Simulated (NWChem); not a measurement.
# One shape, several levels: ZnAlH3O (SMILES [OH][AlH][ZnH])

We compute a comparison of 6 runs (HF/3-21G, HF/6-31G, HF/6-31G**, B3LYP/6-31G*, PBE0/6-31G*) of ZnAlH3O. 

Program for the calculation: NWChem 7.3.0.

1 further run of the same task is left out (it didn't finish).

## Step 1: The molecule

The species is ZnAlH3O (6 atoms), meant as a singlet with charge 0. SMILES: `[OH][AlH][ZnH]`. The shape comes from GFN2-xTB, which is rough for such elements, and wasn't checked as a minimum. This is one conformer, not always the lowest.

Bond lengths: O1–Al2 1.650 Å, Al2–Zn3 2.463 Å, O1–H4 0.950 Å, Al2–H5 1.565 Å, Zn3–H6 1.604 Å. Angles: O1–Al2–Zn3 113.5°, O1–Al2–H5 117.7°, Zn3–Al2–H5 128.8°, Al2–O1–H4 173.7°, Al2–Zn3–H6 170.5°.

## Step 2: Energy and gradient at HF/3-21G (run 1)

alh3ozn.nw

```
start alh3ozn
title "AlH3OZn hf"
memory total 2200 mb
geometry noautosym nocenter noautoz
   O    -1.340940   -0.558630   -0.769130
   Al   -0.108520    0.521700   -0.580810
   Zn    1.366890    0.005720    1.322370
   H    -2.077920   -1.126140   -0.962690
   H    -0.008870    1.697680   -1.609220
   H     2.169360   -0.540320    2.599480
end
basis spherical bse
   * library 3-21G
end
scf
   singlet
   rhf
   thresh 1e-08
   maxiter 80
end
task scf gradient
```

The run is started by

```sh
nwchem alh3ozn.nw > alh3ozn.out
```

What it wrote:

```text
[...]
  functions       =    55
[...]
  wavefunction    = RHF
[...]
         Total SCF energy =  -2085.761098367623
      One-electron energy =  -3291.118280041263
      Two-electron energy =   1017.675965002076
 Nuclear repulsion energy =    187.681216671565
        Time for solution =      2.0s
[...]
                         RHF ENERGY GRADIENTS
    atom               coordinates                        gradient
                 x          y          z           x          y          z
   1 O      -2.534009  -1.055658  -1.453445    0.014505   0.010555   0.004080
   2 Al     -0.205073   0.985870  -1.097572   -0.004079   0.001711  -0.004833
   3 Zn      2.583048   0.010809   2.498917   -0.009614   0.003397  -0.012823
   4 H      -3.926699  -2.128096  -1.819220   -0.003083  -0.003824   0.000439
   5 H      -0.016762   3.208150  -3.040985    0.001122  -0.010056   0.010309
   6 H       4.099496  -1.021057   4.912305    0.001151  -0.001784   0.002827
[...]
```

Run time: 3.6 s. Hardware: 1 thread of AMD EPYC 9R45 (Zen 5), shared host; peak memory 0.1 GiB.

## Step 3: Energy and forces at HF/6-31G (run 2)

run.py

```python
from ase import Atoms
from ase.calculators.nwchem import NWChem

system = Atoms('OAlZnHHH', positions=[
    [-1.340940, -0.558630, -0.769130],
    [-0.108520, 0.521700, -0.580810],
    [1.366890, 0.005720, 1.322370],
    [-2.077920, -1.126140, -0.962690],
    [-0.008870, 1.697680, -1.609220],
    [2.169360, -0.540320, 2.599480],
])

calc = NWChem(
    label='test',
    theory='scf',
    memory='2200 mb',
    basis='6-31G',
    basispar='spherical bse',
    scf={'nopen': '0', 'rhf': None, 'thresh': '1e-08', 'maxiter': '80'},
)
system.calc = calc

forces = system.get_forces()
print("Total energy (eV):", round(system.get_potential_energy(), 6))
print("forces (eV/A):")
for s, f in zip(system.symbols, forces):
    print(f"{s:2s} {f[0]:10.5f} {f[1]:10.5f} {f[2]:10.5f}")
print("dipole (e A):", system.get_dipole_moment().round(4))
```

The run is started by

```sh
export ASE_NWCHEM_COMMAND="nwchem PREFIX.nwi > PREFIX.nwo"
python run.py
```

What it wrote:

```text
Total energy (eV): -57034.211526
forces (eV/A):
O    -1.98165   -1.59172   -0.44264
Al    0.77236    0.56667    0.18970
Zn    0.41066   -0.21947    0.61804
H     0.78444    0.65717    0.16455
H    -0.03918    0.52697   -0.52265
H     0.05338    0.06032   -0.00699
dipole (e A): [-0.1411 -0.0182 -0.1123]
```

The calculator wrote test.nwi:

```
title "test"

permanent_dir test

scratch_dir test

start test

geometry units angstrom nocenter noautosym noautoz
  O  -1.3409400000000000e+00 -5.5862999999999996e-01 -7.6912999999999998e-01
  Al -1.0852000000000001e-01 5.2170000000000005e-01 -5.8081000000000005e-01
  Zn 1.3668899999999999e+00 5.7200000000000003e-03 1.3223700000000000e+00
  H  -2.0779200000000002e+00 -1.1261399999999999e+00 -9.6269000000000005e-01
  H  -8.8699999999999994e-03 1.6976800000000001e+00 -1.6092200000000001e+00
  H  2.1693600000000002e+00 -5.4032000000000002e-01 2.5994799999999998e+00
end

memory 2200 mb

basis spherical bse noprint
   * library 6-31G
end

scf
  nopen 0
  rhf
  thresh 1e-08
  maxiter 80
end

task scf gradient
```

test.nwo:

```text
Northwest Computational Chemistry Package (NWChem) 7.3.0
             --------------------------------------------------------

           Job information
           ---------------

    nwchem branch   = 7.3.0
    use scalapack   = T
    input           = test.nwi
    prefix          = test.
    data base       = test/test.db
    status          = startup
    nproc           =        1

           Memory information
           ------------------

[... 5 lines left out ...]
    hardfail = no
[... 130 lines left out ...]
         Quadratically convergent ROHF
[... 15 lines left out ...]
       Final RHF  results
[... 4 lines left out ...]
      Two-electron energy =   1017.353670629331
[... 46 lines left out ...]
                       ROHF Final Molecular Orbital Analysis
[... 271 lines left out ...]
                 ----------------------------------------
                 |  Time  |  1-e(secs)   |  2-e(secs)   |
                 ----------------------------------------
                 |  CPU   |       0.00   |       3.97   |
                 ----------------------------------------
                 |  WALL  |       0.00   |       3.97   |
                 ----------------------------------------

 Task  times  cpu:       13.6s     wall:       13.6s
 Total times  cpu:       13.6s     wall:       13.6s
```

Run time: 15 s. Hardware: 1 thread of AMD EPYC 9R45 (Zen 5), shared host; peak memory 0.1 GiB.

Runs 3 to 4 aren't shown in full; the table further down has their settings and results.

## Step 4: Energy and gradient at PBE0/6-31G(d) (spherical functions) (run 5)

m1.nw

```
start m1
title "AlH3OZn"
memory 2200 mb
geometry noautosym nocenter noautoz
   O    -1.340940   -0.558630   -0.769130
   Al   -0.108520    0.521700   -0.580810
   Zn    1.366890    0.005720    1.322370
   H    -2.077920   -1.126140   -0.962690
   H    -0.008870    1.697680   -1.609220
   H     2.169360   -0.540320    2.599480
end
basis spherical bse
   * library 6-31G*
end
dft
   xc pbe0
   mult 1
   grid xfine
   convergence energy 1e-08
   maxiter 100
   mulliken
end
task dft gradient
```

The run is started by

```sh
nwchem m1.nw > m1.out
```

What it wrote:

```text
[...]
          Wavefunction type:  closed shell.
          No. of atoms     :     6
          No. of electrons :    54
[...]
          Charge           :     0
          Spin multiplicity:     1
[...]
          AO basis - number of functions:    72
[...]
              XC Information
              --------------
                         PBE0 Method XC Functional
                     Hartree-Fock (Exact) Exchange  0.250
          PerdewBurkeErnzerhof Exchange Functional  0.750
            Perdew 1991 LDA Correlation Functional  1.000 local
           PerdewBurkeErnz. Correlation Functional  1.000 non-local
[...]
 d= 0,ls=0.0,diis     1  -2097.9677699653 -2.29D+03  2.11D-02  6.50D-01     2.3
[...]
 d= 0,ls=0.0,diis    10  -2098.0528918742 -3.95D-10  2.25D-07  8.26D-11    15.8
         Total DFT energy =    -2098.052891874152
      One electron energy =    -3300.412733648293
           Coulomb energy =     1113.866855399901
    Exchange-Corr. energy =      -99.188230297325
 Nuclear repulsion energy =      187.681216671565
[...]
  wavefunction    = closed shell
                         DFT ENERGY GRADIENTS
    atom               coordinates                        gradient
                 x          y          z           x          y          z
   1 O      -2.534009  -1.055658  -1.453445    0.016412   0.016022   0.000794
   2 Al     -0.205073   0.985870  -1.097572   -0.018848  -0.004855  -0.013093
   3 Zn      2.583048   0.010809   2.498917   -0.000062   0.002508  -0.002693
   4 H      -3.926699  -2.128096  -1.819220   -0.000362  -0.002097   0.001538
   5 H      -0.016762   3.208150  -3.040985    0.000165  -0.008503   0.007959
   6 H       4.099496  -1.021057   4.912305    0.002695  -0.003076   0.005496
[...]
```

Run time: 24 s. Hardware: 1 thread of AMD EPYC 9R45 (Zen 5), shared host; peak memory 0.14 GiB.

## Step 5: Energy and gradient at B3LYP/6-31G(d) (Cartesian functions) (run 6)

run.py

```python
from ase import Atoms
from ase.calculators.nwchem import NWChem

mol = Atoms(['O', 'Al', 'Zn', 'H', 'H', 'H'], positions=[
    [-1.340940, -0.558630, -0.769130],
    [-0.108520, 0.521700, -0.580810],
    [1.366890, 0.005720, 1.322370],
    [-2.077920, -1.126140, -0.962690],
    [-0.008870, 1.697680, -1.609220],
    [2.169360, -0.540320, 2.599480],
])

calc = NWChem(
    label='struct',
    theory='dft',
    memory='2200 mb',
    basis='6-31G*',
    dft={'xc': 'b3lyp', 'mult': '1', 'grid': 'xfine', 'convergence': 'energy 1e-08', 'iterations': '100', 'mulliken': None},
)
mol.calc = calc

forces = mol.get_forces()
e = mol.get_potential_energy()
print(f"E = {e:.6f} eV")
print("forces (eV/A):")
for s, f in zip(mol.symbols, forces):
    print(f"{s:2s} {f[0]:10.5f} {f[1]:10.5f} {f[2]:10.5f}")
print("dipole (e A):", mol.get_dipole_moment().round(4))
```

The run is started by

```sh
export ASE_NWCHEM_COMMAND="nwchem PREFIX.nwi > PREFIX.nwo"
python run.py
```

What it wrote:

```text
E = -57105.305574 eV
forces (eV/A):
O    -0.74644   -0.75524   -0.00915
Al    1.06660    0.29537    0.72356
Zn    0.00154   -0.10881    0.11853
H    -0.10814    0.00766   -0.10999
H    -0.00895    0.38669   -0.36145
H    -0.20461    0.17427   -0.36155
dipole (e A): [-0.2495 -0.0927 -0.1492]
```

The calculator wrote struct.nwi:

```
title "struct"

permanent_dir struct

scratch_dir struct

start struct

geometry units angstrom nocenter noautosym noautoz
  O  -1.3409400000000000e+00 -5.5862999999999996e-01 -7.6912999999999998e-01
  Al -1.0852000000000001e-01 5.2170000000000005e-01 -5.8081000000000005e-01
  Zn 1.3668899999999999e+00 5.7200000000000003e-03 1.3223700000000000e+00
  H  -2.0779200000000002e+00 -1.1261399999999999e+00 -9.6269000000000005e-01
  H  -8.8699999999999994e-03 1.6976800000000001e+00 -1.6092200000000001e+00
  H  2.1693600000000002e+00 -5.4032000000000002e-01 2.5994799999999998e+00
end

memory 2200 mb

basis noprint
   * library 6-31G*
end

dft
  xc b3lyp
  mult 1
  grid xfine
  convergence energy 1e-08
  iterations 100
  mulliken
end

task dft gradient
```

struct.nwo:

```text
Northwest Computational Chemistry Package (NWChem) 7.3.0
             --------------------------------------------------------

           Job information
           ---------------

    nwchem branch   = 7.3.0
    use scalapack   = T
    input           = struct.nwi
    prefix          = struct.
    data base       = struct/struct.db
    status          = startup
    nproc           =        1

           Memory information
           ------------------

[... 5 lines left out ...]
    hardfail = no
[... 101 lines left out ...]
  convergence criterion.
[... 43 lines left out ...]
          Spatial weights used:  Erf1
[... 32 lines left out ...]
 1-e energy   =   -3299.644570
[... 44 lines left out ...]
           Coulomb energy =     1113.652765345622
[... 659 lines left out ...]
          Convergence on density requested:  1.00D-05
[... 29 lines left out ...]
          total energy or number of iterations.
[... 37 lines left out ...]
                 ----------------------------------------
                 |  Time  |  1-e(secs)   |  2-e(secs)   |
                 ----------------------------------------
                 |  CPU   |       0.00   |       5.80   |
                 ----------------------------------------
                 |  WALL  |       0.00   |       5.80   |
                 ----------------------------------------

 Task  times  cpu:       23.1s     wall:       23.1s
 Total times  cpu:       23.2s     wall:       23.2s
```

Wall time 24 s (1 thread of AMD EPYC 9R45 (Zen 5), shared host); peak memory 0.14 GiB.

## Step 6: All runs side by side

| run | level | iteration cap | module | energy (Eh) | dipole moment (D) | HOMO energy (eV) | LUMO energy (eV) | wall time |
| --- | --- | --- | --- | --- | --- | --- | --- | --- |
| 1 | HF/3-21G | 80 | scf | -2085.761098 | 1.31 | -8.33 | 0.77 | 3.6 s |
| 2 | HF/6-31G | 80 | scf | -2095.968631 | 0.87 | -8.54 | 0.74 | 15 s |
| 3 | HF/6-31G** (spherical functions) | 80 | scf | -2096.017006 | 1.24 | -8.48 | 0.83 | 24 s |
| 4 | B3LYP/6-31G* (spherical functions) | 100 | dft | -2098.572218 | – | – | – | 23 s |
| 5 | PBE0/6-31G* (spherical functions) | 100 | dft | -2098.052892 | 1.38 | -6.18 | -1.57 | 24 s |
| 6 | B3LYP/6-31G* (Cartesian functions) | 100 | dft | -2098.581290 | 1.47 | -6.00 | -1.78 | 24 s |

## Step 7: Results

| quantity | value |
| --- | --- |
| run 6: total energy | -2098.58129 Eh |
| run 6: dipole moment | 1.47 D |
| run 6: HOMO energy | -6.00 eV |
| run 6: LUMO energy | -1.78 eV |
| run 6: HOMO–LUMO gap | 4.22 eV |
| run 6: largest force on an atom | 1.322 eV/Å |

Over runs 1, 2, 3, 5, 6 the dipole moment (its size) runs from 0.87 D (HF/6-31G) to 1.47 D (B3LYP/6-31G*). The two ends differ in method and basis. Over runs 1, 2, 3, 5, 6 the HOMO–LUMO gap runs from 4.22 eV (B3LYP/6-31G*) to 9.31 eV (HF/6-31G**). Totals of different functionals can't be ranked against each other. All runs together took 1.9 min, the longest 24 s.
